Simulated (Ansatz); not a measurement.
# Yb: the cost of one run

Program: Ansatz 0.2.0. Level of theory: DFT PBEsol, scalar-relativistic, plane waves, PAW; levels and slopes on a dense k mesh at the converged density. These are calculated values, not measurements.

### 1 The starting structure

It takes space group P6_3/mmc (No. 194, hexagonal). The conventional cell has a = 3.880 Å, b = 3.880 Å, c = 6.386 Å, α = 90.00°, β = 90.00°, γ = 120.00°. Around Yb (site symmetry -6m2) lie 12 Yb at 3.88 to 3.90 Å.

Coordinates:

```cif
data_structure
_symmetry_space_group_name_H-M 'P6_3/mmc'
_symmetry_Int_Tables_number 194
_cell_length_a 3.8799
_cell_length_b 3.8799
_cell_length_c 6.3859
_cell_angle_alpha 90.000
_cell_angle_beta 90.000
_cell_angle_gamma 120.000
_cell_volume 83.25
loop_
_atom_site_label
_atom_site_type_symbol
_atom_site_symmetry_multiplicity
_atom_site_Wyckoff_symbol
_atom_site_fract_x
_atom_site_fract_y
_atom_site_fract_z
_atom_site_occupancy
Yb1 Yb 2 c 0.33333 0.66667 0.25000 1
```

The structure comes from the Crystallography Open Database and is not relaxed.

### 2 The run

input.yaml

```yaml
crystal:
  lattice:
    - [3.8799, 0.0, 0.0]
    - [-1.93995, 3.36009196, 0.0]
    - [0.0, 0.0, 6.3859]
  atoms:
    - { symbol: Yb, position: [0.33333333, 0.66666667, 0.25], spin: 1.0 }
    - { symbol: Yb, position: [0.66666667, 0.33333333, 0.75], spin: 1.0 }
basis:
  ecutwfc: 420
kpoints:
  mp_grid: { grid: [12, 12, 6] }
hamiltonian:
  xc: pbesol
  pseudopotentials: { kind: paw }
scf:
  occupations: { method: gaussian, width: 0.05 }
output:
  forces: true
  eigenvalues: true
  eigenstates:
    nscf_kmesh: { grid: [36, 36, 16] }
    top_band: c6
    de_dk: true
    localisation: false
  stress: true
  populations: true
checkpoint:
  write: ck
  compress: false
  write_wavefunctions: false
  write_every: 100000
magnetization:
  spin_polarized: true
```

Command:

```bash
$ ansatz run input.yaml --threads 1 --pin off --max-ram 3072MiB --backend cpu --events-out ev --progress --plain --runs-dir out
```

Q: Estimate wall time and peak memory on 1 thread of Arm Neoverse V2, shared host.

About 4.1 min, with a peak of 2.4 GiB.
